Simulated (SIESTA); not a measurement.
# Ba2Tl5V3O12 in SIESTA: the effect of starting spin order

Crystal: Ba2Tl5V3O12.

```
Ba V Tl O
1.0
     4.23698    2.44622    6.12840
    -4.23698    2.44622    6.12840
     0.00000   -4.89244    6.12840
Ba V Tl O
2 3 5 12
Cartesian
  0.0000 0.0000 9.1926
  0.0000 0.0000 0.0000
  0.0000 2.4462 6.1284
  -2.1185 -1.2231 6.1284
  2.1185 -1.2231 6.1284
  0.0000 -2.4462 3.0642
  2.1185 1.2231 3.0642
  -2.1185 1.2231 3.0642
  0.0000 0.0000 13.6133
  0.0000 0.0000 4.7719
  2.6932 -0.0671 7.4143
  -1.2885 2.3659 7.4143
  -1.4047 -2.2988 7.4143
  -1.4047 2.2988 10.9708
  2.6932 0.0671 10.9708
  -1.2884 -2.3659 10.9708
  -2.6932 0.0671 10.9708
  1.2884 -2.3659 10.9708
  1.4047 2.2988 10.9708
  1.4047 -2.2988 7.4143
  -2.6932 -0.0671 7.4143
  1.2885 2.3659 7.4143
```

The cell was built by a generator and needn't be a form met in nature.

Alike in all runs:

- Program: SIESTA 5.4.2
- Task: single point
- Functional: PBE
- Potentials or basis: PseudoDojo 0.4 standard (PBE files)
- Basis: DZP (energy shift 0.003 Ry; two zetas on semicore shells; d shell added on Ba)
- Grid cutoff: 800 Ry
- Energy shift: 0.003 Ry
- k mesh: 4 × 4 × 4
- Occupations: fermi-dirac, width 0.05 eV

```csv
starting spin order,spin,starting moments,energy over the lowest run (meV/atom),final net moment (μB),final largest site moment (μB)
nm,"collinear spin, zero start","[0.0, 0.0, 0.0, 0.0, 0.0, 0.0, 0.0, 0.0, 0.0, 0.0, 0.0, 0.0, 0.0, 0.0, 0.0, 0.0, 0.0, 0.0, 0.0, 0.0, 0.0, 0.0] μB",?,?,?
fm,"collinear spin, ferromagnetic start","[0.0, 0.0, 2.0, 2.0, 2.0, 0.0, 0.0, 0.0, 0.0, 0.0, 0.0, 0.0, 0.0, 0.0, 0.0, 0.0, 0.0, 0.0, 0.0, 0.0, 0.0, 0.0] μB",0.0,1.09,0.44
fm_larger,"collinear spin, fm_larger start","[0.0, 0.0, 3.5, 3.5, 3.5, 0.0, 0.0, 0.0, 0.0, 0.0, 0.0, 0.0, 0.0, 0.0, 0.0, 0.0, 0.0, 0.0, 0.0, 0.0, 0.0, 0.0] μB",0.0,1.09,0.44
afm,"collinear spin, antiferromagnetic start","[0.0, 0.0, 2.0, -2.0, 2.0, 0.0, 0.0, 0.0, 0.0, 0.0, 0.0, 0.0, 0.0, 0.0, 0.0, 0.0, 0.0, 0.0, 0.0, 0.0, 0.0, 0.0] μB",0.0,1.09,0.44
ferri,"collinear spin, ferrimagnetic start","[0.0, 0.0, 2.0, -1.0, 2.0, 0.0, 0.0, 0.0, 0.0, 0.0, 0.0, 0.0, 0.0, 0.0, 0.0, 0.0, 0.0, 0.0, 0.0, 0.0, 0.0, 0.0] μB",0.0,1.09,0.44
```

What does the run with starting spin order nm give?

Energy over the lowest run 3.3 meV/atom; final net moment 0.00 μB; final largest site moment 0.00 μB.
